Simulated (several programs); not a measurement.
# Many methods on one cell: AlGaBi₂ (ordering on zincblende)

AlGaBi₂, ordered on the zincblende lattice (P-4m2) with 4 atoms a cell, relaxed with r2SCAN in Ansatz, was computed with several methods. Space group P-4m2 (No. 115), tetragonal; a = 4.514 Å, c = 6.337 Å in the conventional setting, 32.29 Å³ an atom. Around Al lie 4 Bi at 2.76 Å; around Bi lie 2 Ga at 2.76 Å and 2 Al at 2.76 Å; around Ga lie 4 Bi at 2.76 Å. No spin polarisation. The prototype was imposed, so other structures may be more stable.

```
Al Bi Ga
1.0
     4.51440    0.00000    0.00000
     0.00000    4.51440    0.00000
     0.00000    0.00000    6.33717
Al Bi Ga
1 2 1
Direct
  0.00000 0.00000 0.00000
  0.00000 0.50000 0.25037
  0.50000 0.00000 0.74963
  0.50000 0.50000 0.50000
```

Gaps and times are for a single point on this cell; volume and bulk modulus come from each method's own relaxation or energy curve at fixed shape, which is too stiff where a cell has free coordinates or axes. Times are rough, from shared hosts (Arm Neoverse N1; Intel Xeon Platinum 8488C), and each method has its own mesh and cell size. A double dagger marks a value from a curve with shape and coordinates held. The energy curve of PM7 (MOPAC) is jagged, so its SCF state, and with it the gap, is in doubt. PM6 (MOPAC), PM7 (MOPAC), GFN1-xTB (tblite), GFN2-xTB (tblite) treat a cluster of cells at its zone centre, which samples few k points: where these miss a band edge, the gap comes out too large for that reason alone. Gaps from k meshes are read at a limited set of points (mesh, symmetry points, PBE's band edges), so each method's own least gap may be somewhat smaller. xTB and the PM methods were fitted mostly to molecules, and can miss a solid's gap by electronvolts. Minimal bases can be far off for gaps. Times of the plane-wave ladder aren't listed, since it ran on unlike processors and cards. d marks a direct gap, i an indirect one (no mark: not told apart), a dash a value that wasn't computed or didn't pass its checks.

```json
{"method": "PM6 (MOPAC)", "kind": "semi-empirical", "gap (eV)": "0.70", "own volume (Å³/atom)": "–", "bulk modulus (GPa)": "–", "atoms computed": "cluster", "processor time": "2.5 s"}
{"method": "GFN1-xTB (tblite)", "kind": "tight binding", "gap (eV)": "0.03", "own volume (Å³/atom)": "–", "bulk modulus (GPa)": "–", "atoms computed": "cluster", "processor time": "2.9 s"}
{"method": "light PBE (260 eV and a coarse mesh)", "kind": "light plane-wave", "gap (eV)": "overlap 0.27", "own volume (Å³/atom)": "–", "bulk modulus (GPa)": "–", "atoms computed": "4", "processor time": "3 s"}
{"method": "GFN2-xTB (tblite)", "kind": "tight binding", "gap (eV)": "0", "own volume (Å³/atom)": "–", "bulk modulus (GPa)": "–", "atoms computed": "cluster", "processor time": "3.2 s"}
{"method": "PBE/SZV (CP2K)", "kind": "small basis", "gap (eV)": "0.05 d", "own volume (Å³/atom)": "33.89‡", "bulk modulus (GPa)": "41‡", "atoms computed": "4", "processor time": "13 s"}
{"method": "PBE/single zeta (GPAW)", "kind": "small basis", "gap (eV)": "overlap 0.24", "own volume (Å³/atom)": "–", "bulk modulus (GPa)": "–", "atoms computed": "4", "processor time": "21 s"}
{"method": "PBE", "kind": "semilocal", "gap (eV)": "overlap 0.29", "own volume (Å³/atom)": "33.51", "bulk modulus (GPa)": "37‡", "atoms computed": "4", "processor time": "–"}
{"method": "PM7 (MOPAC)", "kind": "semi-empirical", "gap (eV)": "3.22", "own volume (Å³/atom)": "–", "bulk modulus (GPa)": "–", "atoms computed": "cluster", "processor time": "36 s"}
{"method": "PBE/DZVP (CP2K)", "kind": "small basis", "gap (eV)": "overlap 0.25", "own volume (Å³/atom)": "33.59‡", "bulk modulus (GPa)": "37‡", "atoms computed": "4", "processor time": "40 s"}
{"method": "PBE+SOC", "kind": "semilocal", "gap (eV)": "overlap 0.80", "own volume (Å³/atom)": "–", "bulk modulus (GPa)": "–", "atoms computed": "4", "processor time": "–"}
{"method": "r2SCAN", "kind": "semilocal", "gap (eV)": "overlap 0.07", "own volume (Å³/atom)": "32.29", "bulk modulus (GPa)": "43‡", "atoms computed": "4", "processor time": "–"}
{"method": "HSE06", "kind": "hybrid", "gap (eV)": "0.07 d", "own volume (Å³/atom)": "–", "bulk modulus (GPa)": "–", "atoms computed": "4", "processor time": "–"}
```

Volumes against r2SCAN's: PBE +3.8 %.

With PBE and r2SCAN the bands overlap or touch, or nearly. Semilocal functionals can close a real gap, so this doesn't show a metal; small gaps of other methods may in turn close between the points read or with spin-orbit coupling, and the solid may be a semimetal.

Only the rows marked +SOC include spin-orbit coupling.
